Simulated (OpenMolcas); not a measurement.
**H2 (hydrogen): TPSSh/aug-cc-pVTZ**

What is the vertical electron affinity of H2 (hydrogen) at TPSSh/aug-cc-pVTZ? 

The calculation is run with OpenMolcas 26.06.

### 1 The system as given

The species is H2 (2 atoms), meant as a singlet with charge 0. SMILES: `[H][H]`. The coordinates come from a PBE0-D4/def2-TZVP relaxation.

Bond lengths: H1–H2 0.746 Å.

### 2 Energy and gradient at TPSSh/aug-cc-pVTZ

Contents of job.input:

```
&GATEWAY
  BasLib = $CurrDir
  Coord
  2
  bohr
  H      0.60338955    -0.18746083     0.31274967
  H     -0.60338955     0.18746083    -0.31274967
  Basis = aug-cc-pVTZ
  Group = NoSym

&SEWARD
  GridInput
  Grid=Coarse
  End of Grid

&SCF
  KSDFT = HYB_MGGA_XC_TPSSH
  PrOrbitals = 0

&ALASKA
```

The basis set aug-cc-pVTZ is read from a file made from the Basis Set Exchange's data (not shown).

Run with:

```sh
$ export MOLCAS_MEM=1860
$ pymolcas job.input > job.log
```

Log:

```text
--- Start Module: gateway ---
[...]
--- Stop Module: gateway /rc=_RC_ALL_IS_WELL_ ---
[...]
      Basis functions           46
[...]
--- Start Module: scf ---
[...]
       Convergence after   6 Iterations
[...]
::    Total KS-DFT energy                              -1.1793060075
[...]
      Total spin, S                                     0.0000000000
[...]
      Total electronic charge=    2.000000
      Total            charge=   -0.000000
[...]
      Dipole Moment (debye):
      Origin of the operator (angstrom)=    0.0000    0.0000   -0.0000
                   X=  3.7081E-08               Y= -1.3719E-08               Z=  1.8256E-08           Total=  4.3549E-08
      Quadrupole Moment (debye*angstrom):
[...]
--- Stop Module: scf /rc=_RC_ALL_IS_WELL_ ---
--- Start Module: alaska ---
[...]
 *              Molecular gradients               *
 **************************************************
  Irreducible representation: a
 ------------------------------------------------------------------------------------------
                              X                       Y                       Z
 ------------------------------------------------------------------------------------------
  H1                2.53300156447078E-03   -7.86951936914609E-04    1.31290926533606E-03
  H2               -2.53300156446967E-03    7.86951936914748E-04   -1.31290926533628E-03
 ------------------------------------------------------------------------------------------
--- Stop Module: alaska /rc=_RC_ALL_IS_WELL_ ---
[...]
```

Run time: 2.2 s. Hardware: 1 thread of Arm Neoverse V2, shared host; peak memory 0.38 GiB.

### 3 The doublet anion at the same level

Contents of job.inp:

```
* H2 Kohn-Sham DFT

&GATEWAY
 BasLib = $CurrDir
 Coord
 2
 bohr
 H      0.60338955    -0.18746083     0.31274967
 H     -0.60338955     0.18746083    -0.31274967
 Basis = aug-cc-pVTZ
 Group = NoSym

&SEWARD
 GridInput
 Grid=Coarse
 End of Grid

&SCF
 UHF
 Charge = -1
 Spin = 2
 KSDFT = HYB_MGGA_XC_TPSSH
 PrOrbitals = 0

&ALASKA
```

The basis set aug-cc-pVTZ is read from a file made from the Basis Set Exchange's data (not shown).

Run with:

```sh
$ export MOLCAS_MEM=1860
$ pymolcas job.inp > job.log
```

Log:

```text
--- Start Module: gateway ---
[...]
--- Stop Module: gateway /rc=_RC_ALL_IS_WELL_ ---
[...]
      Basis functions           46
[...]
--- Start Module: scf ---
[...]
       Convergence after  16 Iterations
[...]
::    Total KS-DFT energy                              -1.1401392064
[...]
      Total spin, S                                     0.5001666045
[...]
      Total electronic charge=    3.000000
      Total            charge=   -1.000000
[...]
      Dipole Moment (debye):
      Origin of the operator (angstrom)=    0.0000    0.0000   -0.0000
                   X= -3.0735E-10               Y=  9.3481E-11               Z= -1.4772E-10           Total=  3.5359E-10
      Center of Charge (angstrom)
[...]
--- Stop Module: scf /rc=_RC_ALL_IS_WELL_ ---
[...]
--- Start Module: alaska ---
[...]
 *              Molecular gradients               *
 **************************************************
  Irreducible representation: a
 ------------------------------------------------------------------------------------------
                              X                       Y                       Z
 ------------------------------------------------------------------------------------------
  H1               -3.22924375776148E-02    1.00326018989099E-02   -1.67378589697889E-02
  H2                3.22924375776150E-02   -1.00326018989090E-02    1.67378589697890E-02
 ------------------------------------------------------------------------------------------
--- Stop Module: alaska /rc=_RC_ALL_IS_WELL_ ---
[...]
```

Run time: 3.3 s. Hardware: 1 thread of Arm Neoverse V2, shared host; peak memory 0.37 GiB.

### 4 Summary of results

Level: TPSSh/aug-cc-pVTZ.

```
                                         quantity        value
                         singlet H2: total energy  -1.17931 Eh
                        singlet H2: dipole moment       0.00 D
                          singlet H2: HOMO energy    -11.32 eV
                          singlet H2: LUMO energy      0.59 eV
                        singlet H2: HOMO–LUMO gap     11.90 eV
             singlet H2: largest force on an atom   0.152 eV/Å
                      doublet anion: total energy  -1.14014 Eh
doublet anion: HOMO energy (highest over α and β)      2.16 eV
 doublet anion: LUMO energy (lowest over α and β)      2.76 eV
                              doublet anion: ⟨S²⟩        0.750
vertical electron affinity (to the doublet anion)    -1.066 eV
```

In words: This program's gradients are faulty for this kind of reference, so any forces in the log (doublet anion) can't be trusted; the energy can. The anion lies 1.07 eV (103 kJ/mol) above the neutral: the electron isn't bound at this level, and such a value depends on the basis. The HOMO (doublet anion) lies at positive energy, 2.16 eV; only total energies tell whether the electron is bound.
